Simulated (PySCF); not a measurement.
# Co: excitation energy in aug-cc-pVTZ plus 1 even-tempered diffuse shell per l

Wanted: the excitation energy of cobalt, up a ladder of methods.

Method: unrestricted determinants in a Gaussian basis, no spin-orbit coupling in the energies. Code: PySCF 2.14.0.

### Step 1. The atom as given

* Element: cobalt (Z = 27)
* Basis: aug-cc-pVTZ with one added diffuse shell each of s, p, d, f, g type (9s8p6d4f3g, 118 functions)
* Hamiltonian: no relativity, point nucleus
* State 1: Co: [Ar] 3d8 4s1, high-spin 4F determinant (an excited configuration)
* Needed too, but not shown: Co [Ar] 3d7 4s2 (4F)
* Methods: UHF, LDA, PBE, PBE0, r2SCAN, PBEsol, MN15, BP86, MP2
* Core shells frozen in the correlated runs: valence: [Ar] (for Co)

The outer shells:

Co [Ar] 3d8 4s1
```
[Ar] core
3d [↑↓][↑↓][↑↓][↑ ][↑ ]
4s [↑ ]
```

The runs were made by one driver on top of PySCF. The scripts below sum up each run's settings (the driver also hands on starting orbitals that pick excited configurations, and frozen orbitals as a list rather than a count), and the logs come from the driver's own runs. The driver starts from symmetry-adapted Hartree-Fock orbitals, holds the occupation by maximum overlap and uses a logarithmic radial grid for functionals, so a plain start would take other cycles.

The integrals over 118 functions and the set-up took 3.7 s of CPU time.

### Step 2. Co [Ar] 3d8 4s1, method by method

Level: UHF.

input.py

```python
from pyscf import gto, scf, dft, mp, cc
import basis_set_exchange as bse
mol = gto.M(atom="Co 0 0 0", charge=0, spin=3, symmetry="D2h",
            basis=gto.basis.parse(bse.get_basis("aug-cc-pVTZ", elements=["Co"], fmt="nwchem", augment_diffuse=1)))
mf = scf.UHF(mol)
mf.irrep_nelec = {'Ag': (6, 3), 'B1g': (1, 1), 'B2g': (1, 1), 'B3g': (1, 1), 'B1u': (2, 2), 'B2u': (2, 2), 'B3u': (2, 2)}
mf.kernel()
```

Level: LDA.

input.py differs from the last one in:

```diff
@@ -4,3 +4,3 @@
             basis=gto.basis.parse(bse.get_basis("aug-cc-pVTZ", elements=["Co"], fmt="nwchem", augment_diffuse=1)))
-mf = scf.UHF(mol)
+mf = dft.UKS(mol, xc="LDA,VWN")
 mf.irrep_nelec = {'Ag': (6, 3), 'B1g': (1, 1), 'B2g': (1, 1), 'B3g': (1, 1), 'B1u': (2, 2), 'B2u': (2, 2), 'B3u': (2, 2)}
```

Level: PBE.

input.py differs from the last one in:

```diff
@@ -4,3 +4,3 @@
             basis=gto.basis.parse(bse.get_basis("aug-cc-pVTZ", elements=["Co"], fmt="nwchem", augment_diffuse=1)))
-mf = dft.UKS(mol, xc="LDA,VWN")
+mf = dft.UKS(mol, xc="PBE")
 mf.irrep_nelec = {'Ag': (6, 3), 'B1g': (1, 1), 'B2g': (1, 1), 'B3g': (1, 1), 'B1u': (2, 2), 'B2u': (2, 2), 'B3u': (2, 2)}
```

Level: PBE0.

input.py differs from the last one in:

```diff
@@ -4,3 +4,3 @@
             basis=gto.basis.parse(bse.get_basis("aug-cc-pVTZ", elements=["Co"], fmt="nwchem", augment_diffuse=1)))
-mf = dft.UKS(mol, xc="PBE")
+mf = dft.UKS(mol, xc="PBE0")
 mf.irrep_nelec = {'Ag': (6, 3), 'B1g': (1, 1), 'B2g': (1, 1), 'B3g': (1, 1), 'B1u': (2, 2), 'B2u': (2, 2), 'B3u': (2, 2)}
```

Level: r2SCAN.

input.py differs from the last one in:

```diff
@@ -4,3 +4,3 @@
             basis=gto.basis.parse(bse.get_basis("aug-cc-pVTZ", elements=["Co"], fmt="nwchem", augment_diffuse=1)))
-mf = dft.UKS(mol, xc="PBE0")
+mf = dft.UKS(mol, xc="R2SCAN")
 mf.irrep_nelec = {'Ag': (6, 3), 'B1g': (1, 1), 'B2g': (1, 1), 'B3g': (1, 1), 'B1u': (2, 2), 'B2u': (2, 2), 'B3u': (2, 2)}
```

Level: PBEsol.

input.py differs from the last one in:

```diff
@@ -4,3 +4,3 @@
             basis=gto.basis.parse(bse.get_basis("aug-cc-pVTZ", elements=["Co"], fmt="nwchem", augment_diffuse=1)))
-mf = dft.UKS(mol, xc="R2SCAN")
+mf = dft.UKS(mol, xc="PBEsol")
 mf.irrep_nelec = {'Ag': (6, 3), 'B1g': (1, 1), 'B2g': (1, 1), 'B3g': (1, 1), 'B1u': (2, 2), 'B2u': (2, 2), 'B3u': (2, 2)}
```

Level: MN15.

input.py differs from the last one in:

```diff
@@ -4,3 +4,3 @@
             basis=gto.basis.parse(bse.get_basis("aug-cc-pVTZ", elements=["Co"], fmt="nwchem", augment_diffuse=1)))
-mf = dft.UKS(mol, xc="PBEsol")
+mf = dft.UKS(mol, xc="MN15")
 mf.irrep_nelec = {'Ag': (6, 3), 'B1g': (1, 1), 'B2g': (1, 1), 'B3g': (1, 1), 'B1u': (2, 2), 'B2u': (2, 2), 'B3u': (2, 2)}
```

Level: BP86.

input.py differs from the last one in:

```diff
@@ -4,3 +4,3 @@
             basis=gto.basis.parse(bse.get_basis("aug-cc-pVTZ", elements=["Co"], fmt="nwchem", augment_diffuse=1)))
-mf = dft.UKS(mol, xc="MN15")
+mf = dft.UKS(mol, xc="B88,P86")
 mf.irrep_nelec = {'Ag': (6, 3), 'B1g': (1, 1), 'B2g': (1, 1), 'B3g': (1, 1), 'B1u': (2, 2), 'B2u': (2, 2), 'B3u': (2, 2)}
```

Level: MP2 (valence).

```python
from pyscf import gto, scf, dft, mp, cc
import basis_set_exchange as bse
mol = gto.M(atom="Co 0 0 0", charge=0, spin=3, symmetry="D2h",
            basis=gto.basis.parse(bse.get_basis("aug-cc-pVTZ", elements=["Co"], fmt="nwchem", augment_diffuse=1)))
mf = scf.UHF(mol)
mf.irrep_nelec = {'Ag': (6, 3), 'B1g': (1, 1), 'B2g': (1, 1), 'B3g': (1, 1), 'B1u': (2, 2), 'B2u': (2, 2), 'B3u': (2, 2)}
mf.kernel()
mp.UMP2(mf, frozen=9).kernel()
```

Q: Predict the outcome of this session.

As calculated:

| quantity | value |
| --- | --- |
| excitation energy, Co → [Ar] 3d8 4s1 | UHF 1.634, MP2 (valence) -0.132 eV; reference 0.417 |

The methods span 2.344 eV, from LDA (-0.710) to UHF (1.634). The reference is uncertain or not like for like (spin-orbit coupling or other relativistic terms), so no ranking of close methods is drawn. The basis is finite, and no extrapolation was made.
